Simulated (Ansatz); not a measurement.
# C₂H₆BCl₃S: small, medium and large basis sets

How large a basis does C₂H₆BCl₃S need? Two functionals are run in growing sets.

Program: Ansatz 0.2.0, Gaussian basis. Level of theory: one geometry, several basis sets. These are calculated values, not measurements.

The runs, in order: PBE0-D4/def2-SVP; ωB97M-V/def2-SVP; PBE0-D4/def2-QZVPP; ωB97M-V/def2-QZVPP; the functionals' def2-TZVPP values are taken from earlier runs.

## (1) The geometry

The geometry comes from an earlier relaxation with PBE0-D4 in a triple-zeta def2 set; it is a stationary point, not always the lowest conformer.

SMILES `C[S+](C)[B-](Cl)(Cl)Cl`, 13 atoms, charge 0, spin multiplicity 1.

Atoms are counted from 1 here; the program's logs count them from 0.

Bond lengths: C1–S2 1.788 Å, C1–H8 1.090 Å, C1–H9 1.089 Å, C1–H10 1.089 Å, S2–C3 1.788 Å, S2–B4 1.999 Å, C3–H11 1.089 Å, C3–H12 1.089 Å, C3–H13 1.090 Å, B4–Cl5 1.820 Å, B4–Cl6 1.820 Å, B4–Cl7 1.823 Å. Angles: S2–C1–H8 109.6°, S2–C1–H9 106.6°, S2–C1–H10 108.8°, H8–C1–H9 110.0°, H8–C1–H10 111.5°, H9–C1–H10 110.1°, C1–S2–C3 101.2°, C1–S2–B4 103.3°, C3–S2–B4 103.3°, S2–C3–H11 106.6°, S2–C3–H12 108.8°, S2–C3–H13 109.6°, H11–C3–H12 110.1°, H11–C3–H13 110.0°, H12–C3–H13 111.5°, S2–B4–Cl5 103.1°, S2–B4–Cl6 103.1°, S2–B4–Cl7 108.6° and more.

Geometry (Å):

```
atom     x (Å)     y (Å)     z (Å)
  C1  -0.93976  -0.45351   1.28256
  S2   0.52464   0.30974   0.59706
  C3   1.23586  -1.05650  -0.31095
  B4  -0.20161   1.49162  -0.84175
 Cl5   1.29894   2.09921  -1.67272
 Cl6  -1.10756   2.76576   0.08944
 Cl7  -1.27308   0.49334  -1.92741
  H8  -1.53435  -0.89033   0.48070
  H9  -1.50246   0.33800   1.77536
 H10  -0.63590  -1.20504   2.01023
 H11   2.08984  -0.65760  -0.85643
 H12   1.56600  -1.81496   0.39783
 H13   0.50004  -1.45454  -1.00914
```

## (2) PBE0-D4 in def2-SVP

File in.yaml:

```yaml
crystal:
  periodic: [false, false, false]
  atoms:
    - {symbol: C, position_ang: [-0.939763, -0.453508, 1.282565]}
    - {symbol: S, position_ang: [0.524637, 0.309744, 0.597061]}
    - {symbol: C, position_ang: [1.235859, -1.056500, -0.310946]}
    - {symbol: B, position_ang: [-0.201606, 1.491620, -0.841753]}
    - {symbol: Cl, position_ang: [1.298940, 2.099214, -1.672718]}
    - {symbol: Cl, position_ang: [-1.107560, 2.765762, 0.089440]}
    - {symbol: Cl, position_ang: [-1.273084, 0.493345, -1.927413]}
    - {symbol: H, position_ang: [-1.534355, -0.890335, 0.480701]}
    - {symbol: H, position_ang: [-1.502458, 0.337998, 1.775364]}
    - {symbol: H, position_ang: [-0.635899, -1.205036, 2.010231]}
    - {symbol: H, position_ang: [2.089845, -0.657598, -0.856426]}
    - {symbol: H, position_ang: [1.566004, -1.814963, 0.397833]}
    - {symbol: H, position_ang: [0.500040, -1.454542, -1.009137]}
basis:
  gaussian: {orbitals: def2-SVP}
hamiltonian: {xc: pbe0, dispersion: d4}
output: {orbitals: {seedname: orbitals}}
```

Launch:

```
$ ansatz run in.yaml --threads 4 --pin off --events-out ev --progress --plain --max-ram 11315MiB
```

The runs that follow: ωB97M-V in def2-SVP; PBE0-D4 in def2-QZVPP; ωB97M-V in def2-QZVPP.

Q: Predict the results of all the runs planned. Wanted: PBE0-D4: double and triple zeta above quadruple; ωB97M-V: double and triple zeta above quadruple.

The runs gave:

| quantity | value |
| --- | --- |
| PBE0-D4: double and triple zeta above quadruple | 21.26, 1.59 eV |
| ωB97M-V: double and triple zeta above quadruple | 21.18, 1.51 eV |

In words: For PBE0-D4 the step from double to triple zeta gains 19.67 eV and the next only 1.59 eV. Total energies overstate the basis error of differences, where much of it tends to cancel. The LUMO of ωB97M-V is positive and keeps falling with the basis (2.48 to 1.29 eV): an unbound level that the basis holds in place.
